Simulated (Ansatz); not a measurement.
The system is CrN2.

```xyz
6
Lattice="3.9018 0.0000 0.0000 0.0000 4.8095 0.0000 0.0000 0.0000 2.7842" Properties=species:S:1:pos:R:3 pbc="T T T"
Cr    0.0000    0.0000    0.0000
Cr    1.9509    2.4048    1.3921
N     3.3796    2.8317    0.0000
N     0.5222    1.9778    0.0000
N     1.4287    4.3825    1.3921
N     2.4731    0.4270    1.3921
```

The cell comes from a database or a generator and needn't be the stable form of this composition.

Base run:

```yaml
Program: Ansatz 0.2.0
Functional: r2SCAN
Potentials_or_basis: Ansatz PAW
Cutoff: "500 eV (not typed: the program's choice for these potentials)"
k_mesh: 7 × 6 × 10
Occupations: fermi-dirac, width 0.05 eV
Spin: collinear spin, ferromagnetic start
Starting_moments: "[3.0, 3.0, 0.0, 0.0, 0.0, 0.0] μB"
```

Its results: band gap on the k mesh none (metal or under the smearing width); pressure -2.7 GPa; net moment 4.38 μB per cell; site moments Cr +2.11; N -0.10 μB; largest force 0.036 eV/Å.

Problem. The run is repeated on the same cell with these changes: functional from r2SCAN to LDA; cutoff from 500 eV (not typed: the program's choice for these potentials) to 420 eV (not typed: the program's choice for these potentials). What comes out?

Solution. Band gap on the k mesh none (metal or under the smearing width); pressure -17.9 GPa; net moment 4.19 μB per cell; site moments Cr +1.83; N -0.05 μB; largest force 0.266 eV/Å.

Caveats: only a ferromagnetic start was run, and an antiferromagnetic order may lie lower in energy; the PAW data sets come from PBE, with cores solved anew for the run's functional, which leaves a small shift of forces and pressure; the magnetic or orbital state may not be the lowest (some runs).
